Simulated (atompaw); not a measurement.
# A PAW (atompaw) potential for Si, from input to tests

Aim: build the potential from the settings below, then test how well it stands in for the atom: scattering, ghost states and the plane-wave cutoff that it needs.

Method: atompaw 4.2.0.5, LDA (PW92), scalar-relativistic.

## 1. Settings

Typed settings, in words:

| Item | Value |
| --- | --- |
| element | silicon (Si, Z = 14) |
| type | PAW |
| frozen core | [Ne] |
| valence charge | 4 |
| reference configuration | 3s2 3p2 |
| partial waves | 3s (bound): rc 1.65 bohr; 3s channel at 3.7 Ry: rc 1.65 bohr; 3p (bound): rc 1.65 bohr; 3p channel at 1.4 Ry: rc 1.65 bohr |
| local potential | troulliermartins scheme with l = 2 at 0 Ry, radius 1.45 bohr |
| core correction | smooth core density matched at 0.90 bohr |
| augmentation charge | sinc compensation charge, radius 1.55 bohr; PAW radius 1.65 bohr; waves and projectors: custom polynom vanderbiltortho |

An earlier all-electron run gives the scale for the radii.

All-electron outer shells of the reference configuration (LDA (PW92), scalar-relativistic, ld1.x):

```
shell  level (eV)  outermost node (bohr)  outermost maximum (bohr)
   2s     -138.74                   0.15                      0.45
   2p      -95.61                      –                      0.39
   3s      -10.88                   0.72                      1.77
   3p       -4.16                   0.72                      2.14
```

## 2. Generation

Si.input reads:

```
Si 14
LDA-PW scalarrelativistic loggrid 1500 logderivrange -3 5 201
3 3 0 0 0 0
3 1 2
0 0 0
c
c
v
c
v
1
1.65 1.55 1.45 0.90
y
3.7
n
y
1.4
n
custom polynom vanderbiltortho sinc
2 0 troulliermartins
1.65
1.65
1.65
1.65
PWSCFOUT
UPFDX 0.0125d0 UPFXMIN -7.d0 UPFZMESH 14.d0
END
```

Run with:

```sh
$ atompaw < Si.input > Si.log
```

**Question.** What will these runs give? Wanted: cutoffs for 10 and 1 mRy, occupied levels; bound ghosts; largest phase difference near zero energy, channels read; lowest eigenvalue of the overlap; share of valence orbitals outside the PAW sphere; UPF file.

**Answer**, as computed:

| quantity | value |
| --- | --- |
| cutoffs for 10 and 1 mRy, occupied levels | 8 Ry and 25 Ry |
| bound ghosts | s at -196.14 eV, p at -28.40 eV |
| largest phase difference near zero energy, channels read | 0.001 rad |
| lowest eigenvalue of the overlap (Bessel basis) | 0.148 (s) |
| share of valence orbitals outside the PAW sphere | 3s 70 %, 3p 84 % |
| UPF file | written |

What this shows: A bound ghost (s, p) makes it unfit for use: electrons can fall into a state that the atom doesn't have. It counts as soft on the atom at that tolerance, with 8 Ry needed at the looser tolerance. The tighter tolerance needs 25 Ry, and converged work needs a cutoff nearer that. The slowest occupied level is 3s: taken alone it needs 21 Ry to come within 1 mRy, against 15 Ry for 3p. Near zero energy the phases of the channels with partial waves agree within 0.001 rad. The pseudo curves have a pole with no partner nearby in the atom's: p at -2.08 Ry. These are tests on the free atom; a crystal test is still owed.
